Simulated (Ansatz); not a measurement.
This script drives the Python package of Ansatz (0.2.0).

The script, `ask.py`:
```python
"""Relax the AsK molecule."""

import itertools

import ansatz
from ase.data import atomic_numbers, covalent_radii
import numpy as np

geometry_ang = [
    ("K", [0.0, 0.0, 0.0]),
    ("As", [0.0, 0.0, 3.12]),
]
ask = ansatz.Crystal.molecule()
for symbol, xyz in geometry_ang:
    ask = ask.atom(symbol, xyz)

calculation = (
    ask.calculation()
    .basis(gaussian="def2-SVP")
    .functional("PBE")
    .spin("collinear", total=2)
)
symbols = [site.symbol for site in ask.cartesian_sites]
start = np.array([site.position_ang for site in ask.cartesian_sites], dtype=float)
def progress(event):
    if event["event"] == "relax_step":
        row = event["data"]
        print(f"step {row['step']:3d}  E = {row['lagrangian_ev']:.6f} eV  largest force component {row['allowed_force_max_ev_ang']:.4f} eV/A")


data = calculation.relax(force_tolerance=0.02).session().plan().execute(on_event=progress).report
end = np.array(data["positions_ang"])

print("reference energy %16.6f eV" % data["reference_energy_ev"])
print("total energy     %16.6f eV" % data["free_energy_ev"])
print("occupied orbitals outside the frozen core (up, down):", data["n_occupied"], " frozen:", data["n_frozen"], " virtual:", data["n_virtual"])

# pairs closer than 1.2 times the sum of covalent radii, before or after
radius = [covalent_radii[atomic_numbers[s]] for s in symbols]
span = lambda where, i, j: np.linalg.norm(where[i] - where[j])
bonded = [(i, j) for i, j in itertools.combinations(range(len(symbols)), 2) if min(span(start, i, j), span(end, i, j)) < 1.2 * (radius[i] + radius[j])]
print("pair        before    after (A)")
for i, j in bonded:
    print(f"{symbols[i]}{i}-{symbols[j]}{j}".ljust(10), f"{span(start, i, j):8.4f} {span(end, i, j):8.4f}")
with open("ask_opt.xyz", "w") as handle:
    handle.write(f"{len(symbols)}\nrelaxed AsK\n")
    handle.writelines(f"{s:2s} {x:11.6f} {y:11.6f} {z:11.6f}\n" for s, (x, y, z) in zip(symbols, end))
```

It is started by `python ask.py`. How long does it take on 1 thread of Arm Neoverse N1 (shared host), and how much memory does it need?

It took about 47 s, with a peak of 0.22 GiB, for 1 run of the engine.

```console
$ python ask.py
step   1  E = -77140.285149 eV  largest force component 0.1143 eV/A
step   2  E = -77140.286705 eV  largest force component 0.0722 eV/A
step   3  E = -77140.287797 eV  largest force component 0.0049 eV/A
reference energy    -77140.287917 eV
total energy        -77140.287917 eV
occupied orbitals outside the frozen core (up, down): [27, 25]  frozen: 0  virtual: [29, 31]
pair        before    after (A)
K0-As1       3.1200   3.1654
```

It writes `ask_opt.xyz`:
```text
2
relaxed AsK
K    -0.000000    0.000000   -0.022705
As    0.000000   -0.000000    3.142705
```

What to keep in mind:
- Total energies depend on the basis set; only differences at equal settings carry meaning.
- The end point is the stationary point reached from this start; no frequency run checks that it is a minimum, and the basis set is modest.
- The run takes the species as open-shell (spin multiplicity 3), which needn't be its ground state.
- The spin state was assumed, and another may lie lower.
